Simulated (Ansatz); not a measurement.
**C₂H₆BN: a ladder of functionals and wavefunction methods**

One table from this session's results is given with a row withheld; the runs are named, their logs left out.

Computed with Ansatz 0.2.0, Gaussian basis. Level: functionals in def2-TZVPP, the program's frozen cores in correlated methods.

Levels to be run: LDA (SPW92), PBE-D4, revPBE-D4, BLYP-D4, r2SCAN-D4, B97M-V, PBE0-D4, B3LYP-D4, r2SCANh-D4, r2SCAN0-D4, HSE06-D4, BHLYP-D4, CAM-B3LYP-D4, LC-ωPBE, ωB97X-V, ωB97M-V, B2PLYP, PBE-QIDH; CCSD(T)/def2-SVP; CCSD(T)/def2-TZVPP; MP2/def2-QZVPP; extrapolation to the limit; RPA on PBE.

## The relaxed structure

An earlier PBE0-D4 in a triple-zeta def2 set relaxation fixed the geometry.

10 atoms, charge 0, spin multiplicity 1.

Atoms are counted from 1 here; the program's logs count them from 0.

Bond lengths: B1–C2 1.535 Å, B1–H5 1.213 Å, B1–H6 1.213 Å, B1–H7 1.213 Å, C2–N3 1.155 Å, N3–C4 1.407 Å, C4–H8 1.091 Å, C4–H9 1.091 Å, C4–H10 1.091 Å. Angles: C2–B1–H5 106.1°, C2–B1–H6 106.1°, C2–B1–H7 106.1°, H5–B1–H6 112.6°, H5–B1–H7 112.6°, H6–B1–H7 112.6°, B1–C2–N3 180.0°, C2–N3–C4 179.9°, N3–C4–H8 109.7°, N3–C4–H9 109.7°, N3–C4–H10 109.7°, H8–C4–H9 109.3°, H8–C4–H10 109.3°, H9–C4–H10 109.3°.

The first run:

in.yaml

```yaml
crystal:
  periodic: [false, false, false]
  atoms:
    - {symbol: B, position_ang: [-1.081478, 1.189964, -1.304463]}
    - {symbol: C, position_ang: [-0.280516, 0.306960, -0.338235]}
    - {symbol: N, position_ang: [0.322557, -0.357222, 0.389788]}
    - {symbol: C, position_ang: [1.058326, -1.164428, 1.276473]}
    - {symbol: H, position_ang: [-1.429555, 0.465658, -2.212542]}
    - {symbol: H, position_ang: [-2.018125, 1.621822, -0.666757]}
    - {symbol: H, position_ang: [-0.322846, 2.063115, -1.668613]}
    - {symbol: H, position_ang: [1.140271, -2.174319, 0.872292]}
    - {symbol: H, position_ang: [2.057760, -0.747950, 1.409308]}
    - {symbol: H, position_ang: [0.553606, -1.203609, 2.242750]}
basis:
  gaussian: {orbitals: def2-TZVPP}
hamiltonian: {xc: lda}
output: {orbitals: {seedname: orbitals}}
```

On the command line:

```
ansatz run in.yaml --threads 4 --pin off --events-out ev --progress --plain --max-ram 10444MiB
```

Among the steps run: LDA; PBE-D4 (GGA); revPBE-D4 (GGA); BLYP-D4 (GGA); r2SCAN-D4 (meta-GGA); B97M-V (meta-GGA); B3LYP-D4 (hybrid); r2SCANh-D4 (hybrid); r2SCAN0-D4 (hybrid); HSE06-D4 (hybrid); BHLYP-D4 (hybrid); CAM-B3LYP-D4 (range-separated); LC-ωPBE (range-separated); ωB97X-V (range-separated); ωB97M-V (range-separated); B2PLYP (double hybrid); PBE-QIDH (double hybrid).

One of the session's tables, all rows but one given; the rest of the session is left out.

It belongs to the step «Frontier levels by functional». 

| functional | HOMO (eV) | gap (eV) |
| --- | --- | --- |
| LDA (SPW92) | -6.90 | 5.64 |
| PBE-D4 | -6.83 | 5.73 |
| revPBE-D4 | -6.80 | 5.76 |
| BLYP-D4 | -6.73 | 5.73 |
| r2SCAN-D4 | -7.12 | 6.28 |
| B97M-V | -7.17 | 6.33 |
| PBE0-D4 | -8.10 | 8.01 |
| B3LYP-D4 | ? | ? |
| r2SCANh-D4 | -7.59 | 7.11 |
| r2SCAN0-D4 | -8.30 | 8.37 |
| HSE06-D4 | -7.70 | 7.23 |
| BHLYP-D4 | -9.32 | 10.31 |
| CAM-B3LYP-D4 | -9.48 | 10.51 |
| LC-ωPBE | -10.83 | 13.04 |
| ωB97X-V | -10.48 | 12.62 |
| ωB97M-V | -10.33 | 12.05 |

Q: Estimate the row for B3LYP-D4 from the others.

Worked estimate for «HOMO (eV)». Against the share of exact exchange, BLYP-D4 (0, -6.73), BHLYP-D4 (0.5, -9.32) give a slope of -5.18 per unit share; at 0.2 the line stands at -7.77.

**Answer.** HOMO (eV): -7.90; gap (eV): 7.55. In «HOMO (eV)» the line misses by +0.13.
